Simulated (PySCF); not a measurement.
# ClHMgO2Zn: the cost of one run

Computed with PySCF 2.14.0; each step states its level. No surroundings beyond the atoms listed, unless a continuum is named. Atoms count from 0, parts from 1.

### Step 1. Starting point

Each species was relaxed by itself at PBE0-D3(BJ)/def2-SVPD.

### Step 2. Reaction energy: wB97M-D3(BJ)/def2-TZVPD

The job: settings as JSON, then the geometry in Å.

```
{"job": {"kind": "react", "xc": "wB97M-D3(BJ)", "basis": "def2-TZVPD"}, "charge": 0, "multiplicity": 1}
-1 ClHOZn charge 0 multiplicity 1
O      0.986460    -0.488920    -0.716530
Zn    -0.210290     0.135440     0.436200
Cl    -1.524420     0.849860     1.927500
H      0.748240    -0.496370    -1.647180

-1 H2MgO2 charge 0 multiplicity 1
O     -0.323130     1.743760    -0.265010
Mg     0.056030     0.029010     0.063590
O      0.555200    -1.626310     0.515680
H     -0.811060     2.422530    -0.716450
H      0.522960    -2.569000     0.402190

+1 ClHMgO2Zn charge 0 multiplicity 1
O     -1.574220    -2.274250    -0.768340
Mg    -0.596340    -0.867260    -0.281630
O      0.369680     0.586600     0.142010
Zn     1.312380     1.989440     0.548120
Cl     2.459710     3.698620     1.052310
H     -1.971210    -3.133150    -0.692470

+1 H2O charge 0 multiplicity 1
O      0.004820     0.389240    -0.009900
H     -0.765250    -0.185170     0.004460
H      0.760420    -0.204040     0.005410
```

Level: wB97M-D3(BJ)/def2-TZVPD reaction energy of separated species, gas phase.

Started as:

```
$ OMP_NUM_THREADS=1 python cluster_run.py task.json out
```

This one command runs all jobs of the session in turn.

Q: Estimate the wall time and peak memory of this first job on 1 thread of Arm Neoverse V1, shared host.

About 34 s, with a peak of 0.77 GiB.
